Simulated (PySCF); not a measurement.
**Zr: excitation energy in x2c-TZVPPall**

Each state of zirconium is computed at each level; their differences give the excitation energy. How far do the methods differ?

Program: PySCF 2.14.0. Level of theory: unrestricted determinants in a Gaussian basis, no spin-orbit coupling in the energies. These are calculated values, not measurements, unless marked.

## (1) Starting point

- Element: zirconium (Z = 40)
- Basis: x2c-TZVPPall
- Hamiltonian: scalar relativity by spin-free X2C-1e
- State 1: Zr: [Kr] 4d2 5s1 5p1, one real determinant (an excited configuration)
- Needed too, but not shown: Zr [Kr] 4d2 5s2 (3F)
- Methods: UHF, LDA, PBE, PBE0, r2SCAN, M06-L, CAM-B3LYP, BHandHLYP, BLYP, MP2
- Core shells frozen in the correlated runs: valence: [Kr]; valence and next inner shell: [Ar] 3d10 (for Zr)

The outer shells:

Zr [Kr] 4d2 5s1 5p1
```
[Kr] core
4d [↑ ][↑ ][  ][  ][  ]
5s [↑ ]
5p [↑ ][  ][  ]
```

One driver process ran all states and methods and kept the integrals in memory. Each run is shown as a PySCF script that sums up its settings (the driver passes frozen orbitals as a list and adds second-order terms of double hybrids); the logs are those of the runs themselves. The driver starts from symmetry-adapted Hartree-Fock orbitals, holds the occupation by maximum overlap and uses a logarithmic radial grid for functionals, so a plain start would take other cycles.

The integrals over 79 functions and the set-up took 2.2 s of CPU time.

## (2) Zr [Kr] 4d2 5s1 5p1, method by method

Level: UHF.

input.py reads:

```python
from pyscf import gto, scf, dft, mp, cc
import basis_set_exchange as bse
mol = gto.M(atom="Zr 0 0 0", charge=0, spin=4, symmetry="D2h",
            basis=gto.basis.parse(bse.get_basis("x2c-TZVPPall", elements=["Zr"], fmt="nwchem")),
            nucmod="G")
mf = scf.UHF(mol).sfx2c1e()
mf.irrep_nelec = {'Ag': (8, 6), 'B1g': (2, 1), 'B2g': (1, 1), 'B3g': (1, 1), 'B1u': (3, 3), 'B2u': (4, 3), 'B3u': (3, 3)}
mf.kernel()
```

Output:

```text
damping factor = 0
level_shift factor = 0
DIIS = <class 'pyscf.scf.diis.CDIIS'>
diis_start_cycle = 1
diis_space = 10
diis_damp = 0
SCF conv_tol = 1e-09
SCF conv_tol_grad = None
number electrons alpha = 22  beta = 18
cycle= 1 E= -3596.15254233338  delta_E= -0.00742  |g|= 0.0265  |ddm|= 0.0826
cycle= 2 E= -3596.15327972005  delta_E= -0.000737  |g|= 0.00874  |ddm|= 0.0358
cycle= 3 E= -3596.15354413701  delta_E= -0.000264  |g|= 0.00448  |ddm|= 0.0285
cycle= 4 E= -3596.15368797224  delta_E= -0.000144  |g|= 0.0029  |ddm|= 0.0248
cycle= 5 E= -3596.15376089094  delta_E= -7.29e-05  |g|= 0.00146  |ddm|= 0.0234
cycle= 6 E= -3596.15377823877  delta_E= -1.73e-05  |g|= 0.00091  |ddm|= 0.0109
cycle= 7 E= -3596.1537837382  delta_E= -5.5e-06  |g|= 0.000759  |ddm|= 0.00342
cycle= 8 E= -3596.15379221673  delta_E= -8.48e-06  |g|= 0.000449  |ddm|= 0.00629
cycle= 9 E= -3596.15379620063  delta_E= -3.98e-06  |g|= 6.15e-05  |ddm|= 0.00721
cycle= 10 E= -3596.15379622102  delta_E= -2.04e-08  |g|= 1.16e-05  |ddm|= 0.000504
cycle= 11 E= -3596.15379622153  delta_E= -5.07e-10  |g|= 2.23e-06  |ddm|= 8.06e-05
converged SCF energy = -3596.15379622153  <S^2> = 6.0046809  2S+1 = 5.001872
```

It used 15 s of CPU time after the integrals (shared host).

The occupied shells:

```tsv
shell	electrons	mean orbital energy (eV)	spread (eV)	rms radius (bohr)
1s α	1	-18098.4	0	0.0426
1s β	1	-18098.4	0	0.0426
2s α	1	-2580.5	0	0.176
2s β	1	-2580.2	0	0.176
2p α	3	-2295.8	0.026	0.157
2p β	3	-2295.5	0.019	0.157
3s α	1	-455.03	0	0.488
3s β	1	-454.78	0	0.488
3p α	3	-359.45	0.039	0.496
3p β	3	-359.23	0.055	0.496
3d α	5	-202.27	0.684	0.495
3d β	5	-201.81	0.189	0.495
4s α	1	-70.206	0	1.30
4s β	1	-67.951	0	1.30
4p α	3	-43.155	0.150	1.47
4p β	3	-40.190	0.243	1.47
4d α	2	-9.865	0.160	2.39
5s α	1	-8.138	0	4.03
5p α	1	-4.550	0	5.25
```

⟨S²⟩ = 6.005, ⟨L²⟩ = 14.05.

Spin-orbit constants on these orbitals (cm⁻¹; bare nucleus, screened nucleus, mean field): 4d 539.4, 404.6, 365.6; 5p 570.2, 541.7, 523.2. To first order in LS coupling the lowest level has J = 2 and lies 0.126 eV below the centre of the term.

⟨L²⟩ = 14.05 against 20 for a pure G term, so this real determinant mixes terms.

Level: LDA.

Changes to input.py:

```diff
@@ -5,3 +5,3 @@
             nucmod="G")
-mf = scf.UHF(mol).sfx2c1e()
+mf = dft.UKS(mol, xc="LDA,VWN").sfx2c1e()
 mf.irrep_nelec = {'Ag': (8, 6), 'B1g': (2, 1), 'B2g': (1, 1), 'B3g': (1, 1), 'B1u': (3, 3), 'B2u': (4, 3), 'B3u': (3, 3)}
```

Output:

```text
damping factor = 0
level_shift factor = 0
DIIS = <class 'pyscf.scf.diis.CDIIS'>
diis_start_cycle = 1
diis_space = 10
diis_damp = 0
SCF conv_tol = 1e-09
SCF conv_tol_grad = None
number electrons alpha = 22  beta = 18
XC functionals = LDA,VWN
    P. A. M. Dirac.,  Math. Proc. Cambridge Philos. Soc. 26, 376 (1930)
    F. Bloch.,  Z. Phys. 57, 545 (1929)
    S. H. Vosko, L. Wilk, and M. Nusair.,  Can. J. Phys. 58, 1200 (1980)
cycle= 1 E= -3593.70027554359  delta_E= -0.0161  |g|= 0.104  |ddm|= 0.546
cycle= 2 E= -3593.69996537029  delta_E= 0.00031  |g|= 0.0612  |ddm|= 0.294
cycle= 3 E= -3593.70161992322  delta_E= -0.00165  |g|= 0.0239  |ddm|= 0.242
cycle= 4 E= -3593.70204357496  delta_E= -0.000424  |g|= 0.00244  |ddm|= 0.0736
cycle= 5 E= -3593.70204546785  delta_E= -1.89e-06  |g|= 0.00119  |ddm|= 0.00278
cycle= 6 E= -3593.70204615435  delta_E= -6.87e-07  |g|= 0.000441  |ddm|= 0.00233
cycle= 7 E= -3593.70204624035  delta_E= -8.6e-08  |g|= 0.00013  |ddm|= 0.000729
cycle= 8 E= -3593.7020462514  delta_E= -1.11e-08  |g|= 1.47e-05  |ddm|= 0.000332
cycle= 9 E= -3593.70204625155  delta_E= -1.44e-10  |g|= 8.1e-07  |ddm|= 3.79e-05
converged SCF energy = -3593.70204625155  <S^2> = 6.0003836  2S+1 = 5.0001534
```

It used 0.94 s of CPU time after the integrals (shared host).

Level: PBE.

Changes to input.py:

```diff
@@ -5,3 +5,3 @@
             nucmod="G")
-mf = dft.UKS(mol, xc="LDA,VWN").sfx2c1e()
+mf = dft.UKS(mol, xc="PBE").sfx2c1e()
 mf.irrep_nelec = {'Ag': (8, 6), 'B1g': (2, 1), 'B2g': (1, 1), 'B3g': (1, 1), 'B1u': (3, 3), 'B2u': (4, 3), 'B3u': (3, 3)}
```

Output:

```text
damping factor = 0
level_shift factor = 0
DIIS = <class 'pyscf.scf.diis.CDIIS'>
diis_start_cycle = 1
diis_space = 10
diis_damp = 0
SCF conv_tol = 1e-09
SCF conv_tol_grad = None
number electrons alpha = 22  beta = 18
XC functionals = PBE
    J. P. Perdew, K. Burke, and M. Ernzerhof.,  Phys. Rev. Lett. 77, 3865 (1996)
    J. P. Perdew, K. Burke, and M. Ernzerhof.,  Phys. Rev. Lett. 78, 1396 (1997)
    J. P. Perdew, K. Burke, and M. Ernzerhof.,  Phys. Rev. Lett. 77, 3865 (1996)
    J. P. Perdew, K. Burke, and M. Ernzerhof.,  Phys. Rev. Lett. 78, 1396 (1997)
cycle= 1 E= -3597.76916659503  delta_E= -0.0118  |g|= 0.0699  |ddm|= 0.438
cycle= 2 E= -3597.76960354254  delta_E= -0.000437  |g|= 0.0272  |ddm|= 0.0811
cycle= 3 E= -3597.76974998539  delta_E= -0.000146  |g|= 0.00438  |ddm|= 0.0443
cycle= 4 E= -3597.76975723186  delta_E= -7.25e-06  |g|= 0.000897  |ddm|= 0.00685
cycle= 5 E= -3597.76975804292  delta_E= -8.11e-07  |g|= 0.000226  |ddm|= 0.00305
cycle= 6 E= -3597.7697580856  delta_E= -4.27e-08  |g|= 0.000107  |ddm|= 0.000749
cycle= 7 E= -3597.76975809144  delta_E= -5.84e-09  |g|= 1.13e-05  |ddm|= 0.000229
cycle= 8 E= -3597.76975809154  delta_E= -9.91e-11  |g|= 1.03e-06  |ddm|= 3.92e-05
converged SCF energy = -3597.76975809154  <S^2> = 6.0007175  2S+1 = 5.000287
```

CPU time 1.5 s on a shared host, the integrals not counted.

Level: PBE0.

Changes to input.py:

```diff
@@ -5,3 +5,3 @@
             nucmod="G")
-mf = dft.UKS(mol, xc="PBE").sfx2c1e()
+mf = dft.UKS(mol, xc="PBE0").sfx2c1e()
 mf.irrep_nelec = {'Ag': (8, 6), 'B1g': (2, 1), 'B2g': (1, 1), 'B3g': (1, 1), 'B1u': (3, 3), 'B2u': (4, 3), 'B3u': (3, 3)}
```

Output:

```text
damping factor = 0
level_shift factor = 0
DIIS = <class 'pyscf.scf.diis.CDIIS'>
diis_start_cycle = 1
diis_space = 10
diis_damp = 0
SCF conv_tol = 1e-09
SCF conv_tol_grad = None
number electrons alpha = 22  beta = 18
XC functionals = PBE0
    C. Adamo and V. Barone.,  J. Chem. Phys. 110, 6158 (1999)
    M. Ernzerhof and G. E. Scuseria.,  J. Chem. Phys. 110, 5029 (1999)
cycle= 1 E= -3597.84692899722  delta_E= -0.00801  |g|= 0.0399  |ddm|=  0.3
cycle= 2 E= -3597.84726249638  delta_E= -0.000333  |g|= 0.0118  |ddm|= 0.035
cycle= 3 E= -3597.84734025184  delta_E= -7.78e-05  |g|= 0.00289  |ddm|= 0.0238
cycle= 4 E= -3597.84737658955  delta_E= -3.63e-05  |g|= 0.00207  |ddm|= 0.00995
cycle= 5 E= -3597.84741960943  delta_E= -4.3e-05  |g|= 0.00135  |ddm|= 0.0154
cycle= 6 E= -3597.84745545078  delta_E= -3.58e-05  |g|= 0.000336  |ddm|= 0.0284
cycle= 7 E= -3597.84745626331  delta_E= -8.13e-07  |g|= 0.000188  |ddm|= 0.00246
cycle= 8 E= -3597.84745652245  delta_E= -2.59e-07  |g|= 0.000108  |ddm|= 0.00138
cycle= 9 E= -3597.84745667008  delta_E= -1.48e-07  |g|= 1.15e-05  |ddm|= 0.00202
cycle= 10 E= -3597.84745667226  delta_E= -2.18e-09  |g|= 1.19e-06  |ddm|= 0.000279
cycle= 11 E= -3597.84745667226  delta_E= -1.36e-12  |g|= 1.18e-07  |ddm|= 8.76e-06
converged SCF energy = -3597.84745667226  <S^2> = 6.0012761  2S+1 = 5.0005104
```

It used 2.4 s of CPU time after the integrals (shared host).

Level: r2SCAN.

Changes to input.py:

```diff
@@ -5,3 +5,3 @@
             nucmod="G")
-mf = dft.UKS(mol, xc="PBE0").sfx2c1e()
+mf = dft.UKS(mol, xc="R2SCAN").sfx2c1e()
 mf.irrep_nelec = {'Ag': (8, 6), 'B1g': (2, 1), 'B2g': (1, 1), 'B3g': (1, 1), 'B1u': (3, 3), 'B2u': (4, 3), 'B3u': (3, 3)}
```

Output:

```text
damping factor = 0
level_shift factor = 0
DIIS = <class 'pyscf.scf.diis.CDIIS'>
diis_start_cycle = 1
diis_space = 10
diis_damp = 0
SCF conv_tol = 1e-09
SCF conv_tol_grad = None
number electrons alpha = 22  beta = 18
XC functionals = R2SCAN
    J. W. Furness, A. D. Kaplan, J. Ning, J. P. Perdew, and J. Sun.,  J. Phys. Chem. Lett. 11, 8208-8215 (2020)
    J. W. Furness, A. D. Kaplan, J. Ning, J. P. Perdew, and J. Sun.,  J. Phys. Chem. Lett. 11, 9248-9248 (2020)
    J. W. Furness, A. D. Kaplan, J. Ning, J. P. Perdew, and J. Sun.,  J. Phys. Chem. Lett. 11, 8208-8215 (2020)
    J. W. Furness, A. D. Kaplan, J. Ning, J. P. Perdew, and J. Sun.,  J. Phys. Chem. Lett. 11, 9248-9248 (2020)
cycle= 1 E= -3598.15899614879  delta_E= -0.0105  |g|= 0.0504  |ddm|= 0.362
cycle= 2 E= -3598.15926213408  delta_E= -0.000266  |g|= 0.0185  |ddm|= 0.0377
cycle= 3 E= -3598.15930908287  delta_E= -4.69e-05  |g|= 0.00167  |ddm|= 0.0211
cycle= 4 E= -3598.15931289279  delta_E= -3.81e-06  |g|= 0.00133  |ddm|= 0.00523
cycle= 5 E= -3598.15931441443  delta_E= -1.52e-06  |g|= 0.000391  |ddm|= 0.00328
cycle= 6 E= -3598.15931485093  delta_E= -4.37e-07  |g|= 5.35e-05  |ddm|= 0.00271
cycle= 7 E= -3598.15931485696  delta_E= -6.03e-09  |g|= 2.88e-05  |ddm|= 0.00031
cycle= 8 E= -3598.15931485884  delta_E= -1.87e-09  |g|= 4.25e-06  |ddm|= 0.000251
cycle= 9 E= -3598.15931485886  delta_E= -2.59e-11  |g|= 5.3e-07  |ddm|= 1.87e-05
converged SCF energy = -3598.15931485886  <S^2> = 6.0017766  2S+1 = 5.0007106
```

CPU time 3.4 s on a shared host, the integrals not counted.

Level: M06-L.

Changes to input.py:

```diff
@@ -5,3 +5,3 @@
             nucmod="G")
-mf = dft.UKS(mol, xc="R2SCAN").sfx2c1e()
+mf = dft.UKS(mol, xc="M06L").sfx2c1e()
 mf.irrep_nelec = {'Ag': (8, 6), 'B1g': (2, 1), 'B2g': (1, 1), 'B3g': (1, 1), 'B1u': (3, 3), 'B2u': (4, 3), 'B3u': (3, 3)}
```

Output:

```text
damping factor = 0
level_shift factor = 0
DIIS = <class 'pyscf.scf.diis.CDIIS'>
diis_start_cycle = 1
diis_space = 10
diis_damp = 0
SCF conv_tol = 1e-09
SCF conv_tol_grad = None
number electrons alpha = 22  beta = 18
XC functionals = M06L
    Y. Zhao and D. G. Truhlar.,  J. Chem. Phys. 125, 194101 (2006)
    Y. Zhao and D. G. Truhlar.,  J. Chem. Phys. 125, 194101 (2006)
    Y. Zhao and D. G. Truhlar.,  Theor. Chem. Acc. 120, 215 (2008)
cycle= 1 E= -3598.00743160357  delta_E= -0.00829  |g|= 0.0248  |ddm|= 0.316
cycle= 2 E= -3598.00772384833  delta_E= -0.000292  |g|= 0.0121  |ddm|= 0.0463
cycle= 3 E= -3598.00781920203  delta_E= -9.54e-05  |g|= 0.0102  |ddm|= 0.037
cycle= 4 E= -3597.99620242357  delta_E= 0.0116  |g|= 0.125  |ddm|= 0.182
cycle= 5 E= -3598.00685995113  delta_E= -0.0107  |g|= 0.0435  |ddm|= 0.224
cycle= 6 E= -3597.9829784042  delta_E= 0.0239  |g|= 0.178  |ddm|= 0.219
cycle= 7 E= -3597.98488003545  delta_E= -0.0019  |g|= 0.174  |ddm|= 0.0106
cycle= 8 E= -3598.00469678717  delta_E= -0.0198  |g|= 0.0687  |ddm|= 0.165
cycle= 9 E= -3598.00518047173  delta_E= -0.000484  |g|= 0.0594  |ddm|= 0.168
cycle= 10 E= -3598.00340904323  delta_E= 0.00177  |g|= 0.0781  |ddm|= 0.0272
[... 97 lines left out ...]
cycle= 42 E= -3598.00784331829  delta_E= 1.38e-05  |g|= 0.00818  |ddm|= 0.00255
cycle= 43 E= -3598.00783014424  delta_E= 1.32e-05  |g|= 0.00783  |ddm|= 0.00355
cycle= 44 E= -3598.00777492794  delta_E= 5.52e-05  |g|= 0.0124  |ddm|= 0.00938
cycle= 45 E= -3598.0077720755  delta_E= 2.85e-06  |g|= 0.0111  |ddm|= 0.000895
cycle= 46 E= -3598.00778630212  delta_E= -1.42e-05  |g|= 0.0118  |ddm|= 0.00221
cycle= 47 E= -3598.0078503558  delta_E= -6.41e-05  |g|= 0.00812  |ddm|= 0.0118
cycle= 48 E= -3598.0078506594  delta_E= -3.04e-07  |g|= 0.00605  |ddm|= 0.00257
cycle= 49 E= -3598.00785495795  delta_E= -4.3e-06  |g|= 0.00807  |ddm|= 0.00105
cycle= 50 E= -3598.00784586897  delta_E= 9.09e-06  |g|= 0.00768  |ddm|= 0.0041
cycle= 51 E= -3598.00781660252  delta_E= 2.93e-05  |g|= 0.00988  |ddm|= 0.00613
[... the stored log ends here ...]
```

It used 56 s of CPU time after the integrals (shared host).

This run did not converge, so its energy enters no difference.

Level: CAM-B3LYP.

Changes to input.py:

```diff
@@ -5,3 +5,3 @@
             nucmod="G")
-mf = dft.UKS(mol, xc="M06L").sfx2c1e()
+mf = dft.UKS(mol, xc="CAMB3LYP").sfx2c1e()
 mf.irrep_nelec = {'Ag': (8, 6), 'B1g': (2, 1), 'B2g': (1, 1), 'B3g': (1, 1), 'B1u': (3, 3), 'B2u': (4, 3), 'B3u': (3, 3)}
```

Output:

```text
damping factor = 0
level_shift factor = 0
DIIS = <class 'pyscf.scf.diis.CDIIS'>
diis_start_cycle = 1
diis_space = 10
diis_damp = 0
SCF conv_tol = 1e-09
SCF conv_tol_grad = None
number electrons alpha = 22  beta = 18
XC functionals = CAMB3LYP
    T. Yanai, D. P. Tew, and N. C. Handy.,  Chem. Phys. Lett. 393, 51 (2004)
cycle= 1 E= -3598.35758896714  delta_E= -0.00998  |g|= 0.0497  |ddm|= 0.246
cycle= 2 E= -3598.35802967062  delta_E= -0.000441  |g|= 0.0166  |ddm|= 0.0507
cycle= 3 E= -3598.35811599169  delta_E= -8.63e-05  |g|= 0.00321  |ddm|= 0.0192
cycle= 4 E= -3598.3581852945  delta_E= -6.93e-05  |g|= 0.00244  |ddm|= 0.0172
cycle= 5 E= -3598.35823282394  delta_E= -4.75e-05  |g|= 0.00193  |ddm|= 0.0119
cycle= 6 E= -3598.35832154667  delta_E= -8.87e-05  |g|= 0.00104  |ddm|= 0.0336
cycle= 7 E= -3598.35834257381  delta_E= -2.1e-05  |g|= 0.000596  |ddm|= 0.017
cycle= 8 E= -3598.35834795376  delta_E= -5.38e-06  |g|= 0.000374  |ddm|= 0.00566
cycle= 9 E= -3598.35835085817  delta_E= -2.9e-06  |g|= 6.61e-05  |ddm|= 0.00659
cycle= 10 E= -3598.35835092206  delta_E= -6.39e-08  |g|= 9.86e-06  |ddm|= 0.00113
cycle= 11 E= -3598.35835092241  delta_E= -3.48e-10  |g|= 1.71e-06  |ddm|= 0.000104
converged SCF energy = -3598.35835092241  <S^2> = 6.0010733  2S+1 = 5.0004293
```

It used 4.8 s of CPU time after the integrals (shared host).

Level: BHandHLYP.

Changes to input.py:

```diff
@@ -5,3 +5,3 @@
             nucmod="G")
-mf = dft.UKS(mol, xc="CAMB3LYP").sfx2c1e()
+mf = dft.UKS(mol, xc="BHANDHLYP").sfx2c1e()
 mf.irrep_nelec = {'Ag': (8, 6), 'B1g': (2, 1), 'B2g': (1, 1), 'B3g': (1, 1), 'B1u': (3, 3), 'B2u': (4, 3), 'B3u': (3, 3)}
```

Output:

```text
damping factor = 0
level_shift factor = 0
DIIS = <class 'pyscf.scf.diis.CDIIS'>
diis_start_cycle = 1
diis_space = 10
diis_damp = 0
SCF conv_tol = 1e-09
SCF conv_tol_grad = None
number electrons alpha = 22  beta = 18
XC functionals = BHANDHLYP
    A. D. Becke.,  J. Chem. Phys. 98, 1372 (1993)
    Defined through Gaussian implementation.
cycle= 1 E= -3598.15471701315  delta_E= -0.00676  |g|= 0.0264  |ddm|= 0.213
cycle= 2 E= -3598.155002983  delta_E= -0.000286  |g|= 0.00623  |ddm|= 0.0367
cycle= 3 E= -3598.15506806322  delta_E= -6.51e-05  |g|= 0.00263  |ddm|= 0.0176
cycle= 4 E= -3598.15511746701  delta_E= -4.94e-05  |g|= 0.00209  |ddm|= 0.0123
cycle= 5 E= -3598.15514946016  delta_E= -3.2e-05  |g|= 0.00165  |ddm|= 0.00961
cycle= 6 E= -3598.15520303013  delta_E= -5.36e-05  |g|= 0.000738  |ddm|= 0.0277
cycle= 7 E= -3598.15521012832  delta_E= -7.1e-06  |g|= 0.000463  |ddm|= 0.00711
cycle= 8 E= -3598.1552128896  delta_E= -2.76e-06  |g|= 0.000246  |ddm|= 0.00398
cycle= 9 E= -3598.15521388745  delta_E= -9.98e-07  |g|= 3.1e-05  |ddm|= 0.00398
cycle= 10 E= -3598.15521389421  delta_E= -6.76e-09  |g|= 4.8e-06  |ddm|= 0.000359
cycle= 11 E= -3598.15521389426  delta_E= -4.59e-11  |g|= 4.79e-07  |ddm|= 2.84e-05
converged SCF energy = -3598.15521389426  <S^2> = 6.0016842  2S+1 = 5.0006736
```

It used 2.4 s of CPU time after the integrals (shared host).

Level: BLYP.

Changes to input.py:

```diff
@@ -5,3 +5,3 @@
             nucmod="G")
-mf = dft.UKS(mol, xc="BHANDHLYP").sfx2c1e()
+mf = dft.UKS(mol, xc="BLYP").sfx2c1e()
 mf.irrep_nelec = {'Ag': (8, 6), 'B1g': (2, 1), 'B2g': (1, 1), 'B3g': (1, 1), 'B1u': (3, 3), 'B2u': (4, 3), 'B3u': (3, 3)}
```

Output:

```text
damping factor = 0
level_shift factor = 0
DIIS = <class 'pyscf.scf.diis.CDIIS'>
diis_start_cycle = 1
diis_space = 10
diis_damp = 0
SCF conv_tol = 1e-09
SCF conv_tol_grad = None
number electrons alpha = 22  beta = 18
XC functionals = BLYP
    A. D. Becke.,  Phys. Rev. A 38, 3098 (1988)
    C. Lee, W. Yang, and R. G. Parr.,  Phys. Rev. B 37, 785 (1988)
    B. Miehlich, A. Savin, H. Stoll, and H. Preuss.,  Chem. Phys. Lett. 157, 200 (1989)
cycle= 1 E= -3598.26661177566  delta_E= -0.0132  |g|= 0.0761  |ddm|= 0.452
cycle= 2 E= -3598.26707013522  delta_E= -0.000458  |g|= 0.0314  |ddm|= 0.0834
cycle= 3 E= -3598.26723206403  delta_E= -0.000162  |g|= 0.00326  |ddm|= 0.0426
cycle= 4 E= -3598.2672365482  delta_E= -4.48e-06  |g|= 0.000714  |ddm|= 0.00569
cycle= 5 E= -3598.26723685071  delta_E= -3.03e-07  |g|= 0.000304  |ddm|= 0.00153
cycle= 6 E= -3598.26723691078  delta_E= -6.01e-08  |g|= 9.89e-05  |ddm|= 0.00082
cycle= 7 E= -3598.26723691605  delta_E= -5.27e-09  |g|= 1.26e-05  |ddm|= 0.000233
cycle= 8 E= -3598.26723691617  delta_E= -1.22e-10  |g|= 5.9e-07  |ddm|= 4.78e-05
converged SCF energy = -3598.26723691617  <S^2> = 6.0005106  2S+1 = 5.0002042
```

CPU time 1.5 s on a shared host, the integrals not counted.

## (3) Zr [Kr] 4d2 5s1 5p1, continued

Level: MP2 (valence).

input.py: that of step 2 with these lines changed.

```diff
@@ -5,4 +5,5 @@
             nucmod="G")
-mf = dft.UKS(mol, xc="BLYP").sfx2c1e()
+mf = scf.UHF(mol).sfx2c1e()
 mf.irrep_nelec = {'Ag': (8, 6), 'B1g': (2, 1), 'B2g': (1, 1), 'B3g': (1, 1), 'B1u': (3, 3), 'B2u': (4, 3), 'B3u': (3, 3)}
 mf.kernel()
+mp.UMP2(mf, frozen=18).kernel()
```

This step left no log, only its results.

CPU time 0.05 s on a shared host, the integrals not counted.

With 4 electrons correlated, the MP2 correlation energy is -0.01614 hartree (-0.01614 same spin, 0.00000 opposite spin); the SCS form gives -0.00538. Largest pairs of shells: 4d-5s -0.0062, 4d-5p -0.0045, 4d-4d -0.0038, 5s-5p -0.0016, 5s-5s 0.0000.

Level: MP2 (valence and next inner shell).

Changes to input.py:

```diff
@@ -8,2 +8,2 @@
 mf.kernel()
-mp.UMP2(mf, frozen=18).kernel()
+mp.UMP2(mf, frozen=14).kernel()
```

This step left no log, only its results.

CPU time 0.19 s on a shared host, the integrals not counted.

With 12 electrons correlated, the MP2 correlation energy is -0.23248 hartree (-0.07669 same spin, -0.15579 opposite spin); the SCS form gives -0.21251. Largest pairs of shells: 4p-4p -0.1038, 4p-4d -0.0543, 4s-4p -0.0273, 4p-5s -0.0130, 4d-5s -0.0062.

Radial density 4πr²ρ of Zr at UHF, without picture-change correction:

```tsv
r (bohr)	density	spin density
0.000614	0.412	0.000
0.00103	1.00	0.000
0.00174	2.41	0.000
0.00292	5.56	0.000
0.00491	12.1	0.001
0.00826	23.9	0.002
0.0139	39.8	0.003
0.0234	50.3	0.002
0.0393	45.3	-0.001
0.0661	45.1	0.002
0.111	61.6	0.033
0.187	42.6	0.117
0.315	43.4	0.194
0.529	30.5	0.008
0.891	9.48	0.347
1.50	6.67	1.009
2.52	1.51	1.002
4.24	0.591	0.590
7.13	0.102	0.102
12.0	0.00237	0.002
```

## (4) The energy differences

Excitation energy: Zr [Kr] 4d2 5s2 (3F) → Zr [Kr] 4d2 5s1 5p1 (high-spin determinant).

```tsv
method	value (eV)
UHF	0.850
LDA	2.132
PBE	1.910
PBE0	1.761
r2SCAN	1.580
CAM-B3LYP	2.070
BHandHLYP	2.043
BLYP	2.263
MP2 (valence)	1.626
SCS-MP2 (valence)	1.895
MP2 (valence and next inner shell)	1.898
SCS-MP2 (valence and next inner shell)	2.074
```

A first-order spin-orbit estimate (lowest level to lowest level, LS coupling) adds -0.034 eV. The determinant of Zr mixes LS terms, which raises its energy at the Hartree-Fock and MP2 levels.

The differences also use runs on Zr [Kr] 4d2 5s2 (3F), which are not shown here.

## (5) Outcome

| quantity | value |
| --- | --- |
| excitation energy, Zr → [Kr] 4d2 5s1 5p1 | UHF 0.850, MP2 (valence and next inner shell) 1.898 eV |

The methods span 1.414 eV, from UHF (0.850) to BLYP (2.263). No reference value is at hand in this session. The basis is finite, and no extrapolation was made.
